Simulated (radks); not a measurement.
**Se³⁺ in [Ar] 3d10 4s2 4p1: an all-electron calculation**

One table from this session's results is given with a row withheld; the runs are named, their logs left out.

Program: radks (a radial shooting solver on a logarithmic mesh, Libxc functionals) version 1. Level of theory: Dirac Kohn-Sham, exchange-only B88, spin-unpolarised, spherical densities, finite nucleus; open shells fill j = l - 1/2 first. These are calculated values, not measurements, unless marked.

### Starting point

- element: selenium (Z = 34)
- charge: +3
- electrons: 31
- configuration: [Ar] 3d10 4s2 4p1
- nuclear rms radius: 4.14 fm

The first run:

Input:

```text
Z 34
configuration [Ar] 3d10 4s2 4p1
relativity Dirac
functional b88,
spin unpolarised
j_filling energy
nucleus finite rms 4.14 fm
c 137.035999084
```

Started as:

```console
$ python run_ks.py task.json out
```

This one command runs every case of the session in turn.

Steps of the session up to this table: Self-consistent calculation.

One table of the session follows, with a row left open; its other results are not shown here.

It belongs to the step «Radial structure». From the orbitals of this run (lengths in bohr):

```
level      <r>  outermost maximum (interpolated)  90 % within  nodes
1s1/2  0.04408                            0.0288       0.0788      0
2s1/2   0.1957                             0.165        0.303      1
2p1/2   0.1685                             0.130        0.276      0
2p3/2   0.1723                             0.133        0.281      0
3s1/2   0.5738                             0.502        0.856      2
3p1/2   0.5820                             0.494        0.891      1
3p3/2   0.5926                             0.503        0.907      1
3d3/2        ?                                 ?            ?      ?
3d5/2   0.6289                             0.453         1.04      0
4s1/2    1.644                              1.45         2.40      3
4p1/2    1.875                              1.63         2.77      2
4p3/2    1.901                              1.65         2.81      2
```

Estimate the missing values for 3d3/2.

As computed: <r>: 0.6247; outermost maximum (interpolated): 0.450; 90 % within: 1.04; nodes: 0. In the column «<r>» it lies between 3p3/2 (0.5926) and 3d5/2 (0.6289).

Caveats from the session: Spin polarisation and multiplet splitting are left out.
